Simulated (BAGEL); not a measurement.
**CH6GeO (Ge(OMe)H3): HF/def2-SVP (density fitting with qzvpp-jkfit)**

What is the vertical ionisation energy of CH6GeO (Ge(OMe)H3) at HF/def2-SVP (density fitting with qzvpp-jkfit)? 

The calculation is run with BAGEL 1.2.2.

4 further runs of the same task are left out: 3 that didn't finish, 1 set aside as unsound or not needed.

**1. The system as given**

CH6GeO: 9 atoms, total charge 0, spin state singlet. As SMILES, `[H][Ge]([H])([H])[O]C`. The shape comes from GFN2-xTB, which is rough for such elements, and wasn't checked as a minimum.

Bond lengths: Ge1–O2 1.749 Å, O2–C3 1.410 Å, C3–H4 1.093 Å, C3–H5 1.091 Å, C3–H6 1.093 Å, Ge1–H7 1.505 Å, Ge1–H8 1.485 Å, Ge1–H9 1.505 Å. Some angles: Ge1–O2–C3 126.0°, O2–Ge1–H7 110.2°, O2–Ge1–H8 99.9°, O2–Ge1–H9 110.2°, O2–C3–H4 111.7°, O2–C3–H5 107.1°, O2–C3–H6 111.5°, H7–Ge1–H8 113.6°, H7–Ge1–H9 109.2°, H8–Ge1–H9 113.5°.

**2. The energy at HF/def2-SVP (density fitting with qzvpp-jkfit)**

Input file input.json:

```json
{ "bagel": [

{
  "title": "molecule",
  "basis": "svp",
  "df_basis": "qzvpp-jkfit",
  "angstrom": true,
  "geometry": [
    { "atom": "Ge", "xyz": [      -0.377020,       0.600480,      -1.216130 ] },
    { "atom": "O", "xyz": [      -0.289170,       0.472070,       0.525810 ] },
    { "atom": "C", "xyz": [       0.349650,      -0.556350,       1.249440 ] },
    { "atom": "H", "xyz": [      -0.078520,      -1.535890,       1.022030 ] },
    { "atom": "H", "xyz": [       0.201640,      -0.342530,       2.309040 ] },
    { "atom": "H", "xyz": [       1.422010,      -0.587590,       1.039630 ] },
    { "atom": "H", "xyz": [       1.007700,       0.672770,      -1.801790 ] },
    { "atom": "H", "xyz": [      -1.140620,       1.868450,      -1.339680 ] },
    { "atom": "H", "xyz": [      -1.095670,      -0.591410,      -1.788340 ] }
  ]
},

{
  "title": "hf"
},

{
  "title": "print",
  "file": "orbitals.molden",
  "orbitals": true
}

]}
```

Run with:

```
$ BAGEL_NUM_THREADS=1 BAGEL input.json > input.out
```

Standard output:

```text
* using 1 threads per process

  ===============================================================
  ===============================================================

  *** Geometry ***

  { "atom" : "Ge", "xyz" : [     -0.712465,      1.134743,     -2.298153 ] },
  { "atom" : "O", "xyz" : [     -0.546452,      0.892083,      0.993637 ] },
  { "atom" : "C", "xyz" : [      0.660743,     -1.051349,      2.361099 ] },
  { "atom" : "H", "xyz" : [     -0.148381,     -2.902411,      1.931357 ] },
  { "atom" : "H", "xyz" : [      0.381044,     -0.647288,      4.363453 ] },
  { "atom" : "H", "xyz" : [      2.687209,     -1.110384,      1.964616 ] },
  { "atom" : "H", "xyz" : [      1.904277,      1.271351,     -3.404890 ] },
  { "atom" : "H", "xyz" : [     -2.155459,      3.530859,     -2.531628 ] },
  { "atom" : "H", "xyz" : [     -2.070516,     -1.117603,     -3.379473 ] },

  Number of auxiliary basis functions:      526

  Since a DF basis is specified, we compute 2- and 3-index integrals:
    o Being stored without compression. Storage requirement is 0.034 GB

  Number of basis functions:       90
  Number of electrons      :       52

    * METHOD: MOLECULE                             0.30

  *** RHF ***

  === Nuclear Repulsion ===
   206.1181174791

      * DIIS with orbital gradients will be used.

  === RHF iteration (svp) ===
      0      -2191.08628737          0.01463200           0.09
      1      -2191.17567016          0.01018418           0.09
      2      -2191.22896962          0.00130648           0.09
      3      -2191.23026458          0.00030853           0.08
      4      -2191.23031470          0.00005421           0.08
      5      -2191.23031695          0.00001069           0.08
      6      -2191.23031708          0.00000372           0.09
      7      -2191.23031710          0.00000145           0.08
      8      -2191.23031710          0.00000037           0.09
      9      -2191.23031710          0.00000009           0.09
     10      -2191.23031710          0.00000004           0.08
     11      -2191.23031710          0.00000001           0.09
    * SCF iteration converged.

    * Permanent dipole moment:
           (   -0.243425,     0.396692,     0.298046) a.u.

    * METHOD: HF                                   1.27

    * METHOD: PRINT                                0.02

  ===============================================================
```

It took 1.7 s on 1 thread of Arm Neoverse V1, shared host; peak memory 0.14 GiB.

**3. The doublet cation at the same level**

Input file calc.json:

```json
{ "bagel" : [

{
  "title" : "molecule",
  "basis" : "svp",
  "df_basis" : "qzvpp-jkfit",
  "angstrom" : true,
  "geometry" : [
    { "atom" : "Ge", "xyz" : [   -0.377020,    0.600480,   -1.216130 ] },
    { "atom" : "O", "xyz" : [   -0.289170,    0.472070,    0.525810 ] },
    { "atom" : "C", "xyz" : [    0.349650,   -0.556350,    1.249440 ] },
    { "atom" : "H", "xyz" : [   -0.078520,   -1.535890,    1.022030 ] },
    { "atom" : "H", "xyz" : [    0.201640,   -0.342530,    2.309040 ] },
    { "atom" : "H", "xyz" : [    1.422010,   -0.587590,    1.039630 ] },
    { "atom" : "H", "xyz" : [    1.007700,    0.672770,   -1.801790 ] },
    { "atom" : "H", "xyz" : [   -1.140620,    1.868450,   -1.339680 ] },
    { "atom" : "H", "xyz" : [   -1.095670,   -0.591410,   -1.788340 ] }
  ]
},
{
  "title" : "uhf",
  "charge" : 1,
  "nopen" : 1
},
{
  "title" : "print",
  "file" : "orbitals.molden",
  "orbitals" : true
}

]}
```

Run with:

```
$ BAGEL_NUM_THREADS=1 BAGEL calc.json > calc.out
```

Standard output:

```text
* using 1 threads per process

  ===============================================================
  ===============================================================

  *** Geometry ***

  { "atom" : "Ge", "xyz" : [     -0.712465,      1.134743,     -2.298153 ] },
  { "atom" : "O", "xyz" : [     -0.546452,      0.892083,      0.993637 ] },
  { "atom" : "C", "xyz" : [      0.660743,     -1.051349,      2.361099 ] },
  { "atom" : "H", "xyz" : [     -0.148381,     -2.902411,      1.931357 ] },
  { "atom" : "H", "xyz" : [      0.381044,     -0.647288,      4.363453 ] },
  { "atom" : "H", "xyz" : [      2.687209,     -1.110384,      1.964616 ] },
  { "atom" : "H", "xyz" : [      1.904277,      1.271351,     -3.404890 ] },
  { "atom" : "H", "xyz" : [     -2.155459,      3.530859,     -2.531628 ] },
  { "atom" : "H", "xyz" : [     -2.070516,     -1.117603,     -3.379473 ] },

  Number of auxiliary basis functions:      526

  Since a DF basis is specified, we compute 2- and 3-index integrals:
    o Being stored without compression. Storage requirement is 0.034 GB

  Number of basis functions:       90
  Number of electrons      :       52

    * METHOD: MOLECULE                             0.30

  *** Open-shell HF ***

  === Nuclear Repulsion ===
   206.1181174791

      * DIIS with orbital gradients will be used.

  === UHF iteration (svp) ===
      0      -2190.66137609          0.02846807           0.16
      1      -2190.74768636          0.02801956           0.16
      2      -2190.78590433          0.02171268           0.16
      3      -2190.86474678          0.00427047           0.16
      4      -2190.88021597          0.00330339           0.17
      5      -2190.89302402          0.00162174           0.16
      6      -2190.89679449          0.00143176           0.17
      7      -2190.89722437          0.00045344           0.17
      8      -2190.89753058          0.00007270           0.17
      9      -2190.89758321          0.00004079           0.17
     10      -2190.89761656          0.00001750           0.17
     11      -2190.89762961          0.00000971           0.17
     12      -2190.89763293          0.00000313           0.17
     13      -2190.89763294          0.00000166           0.17
     14      -2190.89763296          0.00000143           0.17
     15      -2190.89763297          0.00000132           0.17
     16      -2190.89763297          0.00000119           0.17
     17      -2190.89763298          0.00000101           0.17
     18      -2190.89763299          0.00000065           0.17
     19      -2190.89763299          0.00000030           0.17
     20      -2190.89763299          0.00000022           0.17
     21      -2190.89763299          0.00000015           0.17
     22      -2190.89763299          0.00000007           0.17
     23      -2190.89763299          0.00000004           0.17
     24      -2190.89763299          0.00000003           0.17
     25      -2190.89763299          0.00000002           0.17
     26      -2190.89763299          0.00000001           0.17
     27      -2190.89763299          0.00000001           0.17
     28      -2190.89763299          0.00000001           0.17
    * SCF iteration converged.

    * S^2 (UHF) is 0.7616

    * Permanent dipole moment:
           (   -0.499386,     0.799216,    -0.988249) a.u.

    * METHOD: UHF                                  5.14

    * METHOD: PRINT                                0.02

  ===============================================================
```

Wall time 5.7 s (1 thread of Arm Neoverse V1, shared host); peak memory 0.14 GiB.

**4. Summary of results**

Level: HF/def2-SVP (density fitting with qzvpp-jkfit).

| quantity | value |
| --- | --- |
| singlet CH6GeO: total energy | -2191.23032 Eh |
| singlet CH6GeO: dipole moment | 1.40 D |
| singlet CH6GeO: HOMO energy | -11.59 eV |
| singlet CH6GeO: LUMO energy | 3.83 eV |
| singlet CH6GeO: HOMO–LUMO gap | 15.42 eV |
| doublet cation: total energy | -2190.89763 Eh |
| doublet cation: ⟨S²⟩ | 0.762 |
| vertical ionisation energy (to the doublet cation) | 9.053 eV |

What this shows: The vertical ionisation energy comes to 9.05 eV (209 kcal/mol). The negative HOMO energy of the first species, 11.59 eV, lies 2.54 eV above that difference.
